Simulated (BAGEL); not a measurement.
**HF/STO-3G (density fitting with qzvpp-jkfit) run of C2H4OSi (SMILES OC#C[SiH3])**

Aim: the energy change on altering one bond length of C2H4OSi at HF/STO-3G (density fitting with qzvpp-jkfit), from 2 runs. 

The calculation is run with BAGEL 1.2.2.

7 further runs of the same task are left out: 5 that didn't finish, 2 set aside as unsound or not needed.

## (1) The system as given

C2H4OSi has 8 atoms, charge 0, and is taken as a singlet. SMILES: `OC#C[SiH3]`. The coordinates come from a PBE0-D4/def2-TZVP relaxation.

Bond lengths: O1–C2 1.296 Å, C2–C3 1.208 Å, C3–Si4 1.808 Å, O1–H5 0.965 Å, Si4–H6 1.485 Å, Si4–H7 1.485 Å, Si4–H8 1.485 Å. Angles: O1–C2–C3 176.6°, C2–C3–Si4 179.5°, C2–O1–H5 110.6°, C3–Si4–H6 110.5°, C3–Si4–H7 109.4°, C3–Si4–H8 110.4°, H6–Si4–H7 108.9°, H6–Si4–H8 108.8°, H7–Si4–H8 108.9°.

## (2) A single-point energy at HF/STO-3G (density fitting with qzvpp-jkfit)

File input.json:

```json
{ "bagel": [

{
  "title": "molecule",
  "basis": "sto-3g",
  "df_basis": "qzvpp-jkfit",
  "angstrom": "true",
  "geometry": [
    { "atom": "O", "xyz": [       2.579200,       0.927900,       0.488100 ] },
    { "atom": "C", "xyz": [       1.380900,       0.489600,       0.263100 ] },
    { "atom": "C", "xyz": [       0.263000,       0.053700,       0.119800 ] },
    { "atom": "Si", "xyz": [      -1.409600,      -0.594800,      -0.108400 ] },
    { "atom": "H", "xyz": [       2.920800,       1.394400,      -0.284700 ] },
    { "atom": "H", "xyz": [      -2.349500,       0.046300,       0.846200 ] },
    { "atom": "H", "xyz": [      -1.863400,      -0.311200,      -1.494000 ] },
    { "atom": "H", "xyz": [      -1.429300,      -2.063000,       0.114200 ] }
  ]
},

{ "title": "hf" },

{ "title": "print", "file": "orbitals.molden", "orbitals": "true" }

]}
```

Launch:

```
BAGEL_NUM_THREADS=1 BAGEL input.json > input.out
```

The log of the run:

```text
* using 1 threads per process

  ===============================================================
  ===============================================================

  *** Geometry ***

  { "atom" : "O", "xyz" : [      4.873982,      1.753477,      0.922375 ] },
  { "atom" : "C", "xyz" : [      2.609523,      0.925210,      0.497187 ] },
  { "atom" : "C", "xyz" : [      0.496998,      0.101478,      0.226389 ] },
  { "atom" : "Si", "xyz" : [     -2.663758,     -1.124009,     -0.204846 ] },
  { "atom" : "H", "xyz" : [      5.519512,      2.635034,     -0.538005 ] },
  { "atom" : "H", "xyz" : [     -4.439912,      0.087494,      1.599086 ] },
  { "atom" : "H", "xyz" : [     -3.521316,     -0.588083,     -2.823251 ] },
  { "atom" : "H", "xyz" : [     -2.700986,     -3.898505,      0.215807 ] },

  Number of auxiliary basis functions:      427

  Since a DF basis is specified, we compute 2- and 3-index integrals:
    o Being stored without compression. Storage requirement is 0.003 GB

  Number of basis functions:       28
  Number of electrons      :       38

    * METHOD: MOLECULE                             0.10

  *** RHF ***

  === Nuclear Repulsion ===
   131.7541410043

      * DIIS with orbital gradients will be used.

  === RHF iteration (sto-3g) ===
      0       -436.43924572          0.01275490           0.01
      1       -436.47664285          0.00755696           0.01
      2       -436.48638210          0.00215225           0.01
      3       -436.48760747          0.00040654           0.01
      4       -436.48766835          0.00012012           0.01
      5       -436.48767669          0.00005832           0.01
      6       -436.48767947          0.00002281           0.01
      7       -436.48767994          0.00000747           0.01
      8       -436.48767999          0.00000256           0.01
      9       -436.48767999          0.00000103           0.01
     10       -436.48767999          0.00000022           0.01
     11       -436.48767999          0.00000006           0.01
     12       -436.48767999          0.00000003           0.01
     13       -436.48767999          0.00000001           0.01
     14       -436.48767999          0.00000001           0.01
    * SCF iteration converged.

    * Permanent dipole moment:
           (   -0.034578,    -0.234169,     0.537135) a.u.

    * METHOD: HF                                   0.25

    * METHOD: PRINT                                0.00

  ===============================================================
```

It took 0.52 s on 1 thread of Arm Neoverse V2, shared host.

## (3) The distorted shape

File calc.json:

```json
{ "bagel" : [

{
  "title" : "molecule",
  "basis" : "sto-3g",
  "df_basis" : "qzvpp-jkfit",
  "angstrom" : true,
  "geometry" : [
    { "atom" : "O", "xyz" : [    2.758970,    0.993654,    0.521855 ] },
    { "atom" : "C", "xyz" : [    1.380900,    0.489600,    0.263100 ] },
    { "atom" : "C", "xyz" : [    0.263000,    0.053700,    0.119800 ] },
    { "atom" : "Si", "xyz" : [   -1.409600,   -0.594800,   -0.108400 ] },
    { "atom" : "H", "xyz" : [    3.100570,    1.460154,   -0.250945 ] },
    { "atom" : "H", "xyz" : [   -2.349500,    0.046300,    0.846200 ] },
    { "atom" : "H", "xyz" : [   -1.863400,   -0.311200,   -1.494000 ] },
    { "atom" : "H", "xyz" : [   -1.429300,   -2.063000,    0.114200 ] }
  ]
},
{ "title" : "hf" },
{ "title" : "print", "file" : "orbitals.molden", "orbitals" : true }

]}
```

Launch:

```
BAGEL_NUM_THREADS=1 BAGEL calc.json > calc.out
```

The log of the run:

```text
* using 1 threads per process

  ===============================================================
  ===============================================================

  *** Geometry ***

  { "atom" : "O", "xyz" : [      5.213698,      1.877734,      0.986163 ] },
  { "atom" : "C", "xyz" : [      2.609523,      0.925210,      0.497187 ] },
  { "atom" : "C", "xyz" : [      0.496998,      0.101478,      0.226389 ] },
  { "atom" : "Si", "xyz" : [     -2.663758,     -1.124009,     -0.204846 ] },
  { "atom" : "H", "xyz" : [      5.859228,      2.759291,     -0.474217 ] },
  { "atom" : "H", "xyz" : [     -4.439912,      0.087494,      1.599086 ] },
  { "atom" : "H", "xyz" : [     -3.521316,     -0.588083,     -2.823251 ] },
  { "atom" : "H", "xyz" : [     -2.700986,     -3.898505,      0.215807 ] },

  Number of auxiliary basis functions:      427

  Since a DF basis is specified, we compute 2- and 3-index integrals:
    o Being stored without compression. Storage requirement is 0.003 GB

  Number of basis functions:       28
  Number of electrons      :       38

    * METHOD: MOLECULE                             0.10

  *** RHF ***

  === Nuclear Repulsion ===
   127.5084332741

      * DIIS with orbital gradients will be used.

  === RHF iteration (sto-3g) ===
      0       -436.42480321          0.01275279           0.01
      1       -436.46856837          0.00531323           0.01
      2       -436.47351750          0.00234741           0.01
      3       -436.47471524          0.00065742           0.01
      4       -436.47482930          0.00008846           0.01
      5       -436.47483319          0.00003190           0.01
      6       -436.47483379          0.00001239           0.01
      7       -436.47483390          0.00000642           0.01
      8       -436.47483394          0.00000159           0.01
      9       -436.47483394          0.00000110           0.01
     10       -436.47483394          0.00000024           0.01
     11       -436.47483394          0.00000006           0.01
     12       -436.47483394          0.00000002           0.01
     13       -436.47483394          0.00000001           0.01
    * SCF iteration converged.

    * Permanent dipole moment:
           (    0.133588,    -0.157086,     0.529316) a.u.

    * METHOD: HF                                   0.23

    * METHOD: PRINT                                0.00

  ===============================================================
```

It took 0.5 s on 1 thread of Arm Neoverse V2, shared host.

## (4) What came out

Level: HF/STO-3G (density fitting with qzvpp-jkfit).

```
                                                         quantity          value
                                        first shape: total energy  -436.48768 Eh
                                       first shape: dipole moment         1.49 D
                                         first shape: HOMO energy       -7.43 eV
                                         first shape: LUMO energy       10.22 eV
                                       first shape: HOMO–LUMO gap       17.65 eV
                                    distorted shape: total energy  -436.47483 Eh
                                   distorted shape: dipole moment         1.44 D
                                     distorted shape: HOMO energy       -8.11 eV
                                     distorted shape: LUMO energy       10.12 eV
                                   distorted shape: HOMO–LUMO gap       18.23 eV
energy change with the O1–C2 bond stretched from 1.296 to 1.490 Å       0.350 eV
```

What this shows: With the O1–C2 bond stretched from 1.296 to 1.490 Å the energy rises by 0.35 eV (33.7 kJ/mol). The first shape isn't relaxed at this level, so the change isn't measured from a minimum. The minimal basis adds a large error of its own.
